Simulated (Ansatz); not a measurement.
I need a single point in a Gaussian basis of BrH4NSn, SMILES [NH2][SnH2][Br]. Use Ansatz's Python interface. Level of theory: r2SCAN, def2-TZVP basis, multiplicity 1.

```xyz
7

N    -1.2027    0.0819   -0.5860
Sn    0.5161    0.0281    0.4498
Br    0.7464   -2.2665    1.4328
H    -1.2054    1.0773   -1.0561
H    -1.1803   -0.5842   -1.3840
H     0.5049    1.2418    1.7287
H     1.8823    0.3536   -0.6308
```

The script, `energy.py`:
```python
# -*- coding: utf-8 -*-
"""Single point of BrH4NSn in a Gaussian basis."""

import argparse
import sys
import warnings

import ansatz as az
import numpy as np

parser = argparse.ArgumentParser(description="Single point of BrH4NSn in a Gaussian basis.")
parser.add_argument("--basis", required=True, help="Gaussian basis set")
parser.add_argument("--xc", required=True, help="exchange-correlation functional")
args = parser.parse_args()

GEOMETRY = """
N    -1.20270    0.08190   -0.58600
Sn    0.51610    0.02810    0.44980
Br    0.74640   -2.26650    1.43280
H    -1.20540    1.07730   -1.05610
H    -1.18030   -0.58420   -1.38400
H     0.50490    1.24180    1.72870
H     1.88230    0.35360   -0.63080
"""

warnings.simplefilter("ignore", az.DeckWarning)

geometry = az.Crystal.molecule()
for line in GEOMETRY.strip().splitlines():
    symbol, *xyz = line.split()
    geometry = geometry.atom(symbol, [float(v) for v in xyz])

calc = geometry.calculation()
calc = calc.basis(gaussian=args.basis)
calc = calc.functional(args.xc).forces()
try:
    rep = calc.run(threads=1).report
except az.AnsatzError as error:
    sys.exit(f"{type(error).__name__}: {error}")

for key in ("converged", "free_energy_ev", "reference_energy_ev", "n_frozen", "n_occupied", "n_virtual"):
    print(f"{key:22s} {rep[key]}")

symbols = [site.symbol for site in geometry.cartesian_sites]
forces = np.array(rep["forces_ev_ang"])
print("largest force", round(float(np.linalg.norm(forces, axis=1).max()), 4), "eV/A, rms", round(float(np.sqrt((forces ** 2).mean())), 4))

charges = rep["charge_distribution"]
dipole = np.array(charges["dipole_moment_e_ang"]) * 4.803205
print("dipole (D): {:.3f} {:.3f} {:.3f}, length {:.3f}".format(*dipole, np.linalg.norm(dipole)))
print("atom  Mulliken   Lowdin")
for symbol, m, l in zip(symbols, charges["mulliken_charges_e"], charges["lowdin_charges_e"]):
    print(f"{symbol:4s} {m:9.3f} {l:8.3f}")
```

`python energy.py --basis def2-TZVP --xc r2scan` gives:
```text
converged              True
free_energy_ev         -77435.47999611654
reference_energy_ev    -77435.47999611654
n_frozen               0
n_occupied             [34, 34]
n_virtual              [119, 119]
largest force 2.6912 eV/A, rms 0.9204
dipole (D): 0.206 2.075 -1.828, length 2.773
atom  Mulliken   Lowdin
N       -0.717   -0.034
Sn       0.708   -0.360
Br      -0.361    0.253
H        0.235    0.096
H        0.244    0.056
H       -0.042    0.001
H       -0.066   -0.011
```

Total energies depend on the basis set; only differences at equal settings carry meaning. The geometry is a force-field or estimated start, not a minimum of this method, and the basis set is short of its limit. The Löwdin charges here are taken after orthogonalising the functions within each atom; they differ from plain Löwdin charges, and their signs can be unphysical. Wall time of the script: 11 s on 1 thread of Arm Neoverse V1 (shared host), peak memory 0.27 GiB.
